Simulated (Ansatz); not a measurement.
# CH₉AlNPSi: basis-set convergence

Aim: see how fast density functionals converge with the basis set for CH₉AlNPSi.

Method: one geometry, several basis sets; program: Ansatz 0.2.0, Gaussian basis.

The runs, in order: PBE0-D4/def2-SVP; ωB97M-V/def2-SVP; PBE0-D4/def2-QZVPP; ωB97M-V/def2-QZVPP; the functionals' def2-TZVPP values are taken from earlier runs.

### 1 The geometry

An earlier PBE0-D4/def2-TZVP relaxation fixed the geometry.

SMILES `C[SiH2]N[PH][AlH2]`, 14 atoms, charge 0, spin multiplicity 1.

Atoms are counted from 1 here; the program's logs count them from 0.

Bond lengths: C1–Si2 1.862 Å, C1–H6 1.093 Å, C1–H7 1.092 Å, C1–H8 1.093 Å, Si2–N3 1.735 Å, Si2–H9 1.489 Å, Si2–H10 1.491 Å, N3–P4 1.710 Å, N3–H11 1.007 Å, P4–Al5 2.318 Å, P4–H12 1.427 Å, Al5–H13 1.588 Å, Al5–H14 1.587 Å. Angles: Si2–C1–H6 110.5°, Si2–C1–H7 111.0°, Si2–C1–H8 110.4°, H6–C1–H7 108.5°, H6–C1–H8 107.9°, H7–C1–H8 108.3°, C1–Si2–N3 111.7°, C1–Si2–H9 111.4°, C1–Si2–H10 108.7°, N3–Si2–H9 105.3°, N3–Si2–H10 111.2°, H9–Si2–H10 108.6°, Si2–N3–P4 122.0°, Si2–N3–H11 118.1°, P4–N3–H11 119.4°, N3–P4–Al5 107.2°, N3–P4–H12 104.7°, Al5–P4–H12 97.4° and more.

### 2 PBE0-D4 in def2-SVP

The input, in.yaml:

```yaml
crystal:
  periodic: [false, false, false]
  atoms:
    - {symbol: C, position_ang: [-2.013588, 0.163483, 1.225394]}
    - {symbol: Si, position_ang: [-1.035376, 1.348184, 0.173556]}
    - {symbol: N, position_ang: [0.484577, 0.667776, -0.312869]}
    - {symbol: P, position_ang: [0.579580, -0.775840, -1.223876]}
    - {symbol: Al, position_ang: [2.544046, -1.843550, -0.612614]}
    - {symbol: H, position_ang: [-2.977871, 0.600020, 1.498974]}
    - {symbol: H, position_ang: [-1.472858, -0.084583, 2.141448]}
    - {symbol: H, position_ang: [-2.206351, -0.762820, 0.678577]}
    - {symbol: H, position_ang: [-0.688751, 2.584396, 0.928433]}
    - {symbol: H, position_ang: [-1.858006, 1.728742, -1.010042]}
    - {symbol: H, position_ang: [1.319770, 1.206108, -0.149904]}
    - {symbol: H, position_ang: [0.994731, -0.356635, -2.523620]}
    - {symbol: H, position_ang: [3.222492, -1.522632, 0.787214]}
    - {symbol: H, position_ang: [3.094804, -2.981850, -1.571771]}
basis:
  gaussian: {orbitals: def2-SVP}
hamiltonian: {xc: pbe0, dispersion: d4}
output: {orbitals: {seedname: orbitals}}
```

Launch:

```bash
ansatz run in.yaml --threads 4 --pin off --events-out ev --progress --plain --max-ram 10444MiB
```

After this run come: ωB97M-V in def2-SVP; PBE0-D4 in def2-QZVPP; ωB97M-V in def2-QZVPP.

**Question.** What will the summary of the whole plan be? Wanted: PBE0-D4: double and triple zeta above quadruple; ωB97M-V: double and triple zeta above quadruple.

**Answer**, as computed:

| quantity | value |
| --- | --- |
| PBE0-D4: double and triple zeta above quadruple | 12.42, 0.93 eV |
| ωB97M-V: double and triple zeta above quadruple | 12.56, 0.89 eV |

PBE0-D4 gains 11.49 eV from double to triple zeta, then 0.93 eV more. Total energies overstate the basis error of differences, where much of it tends to cancel.
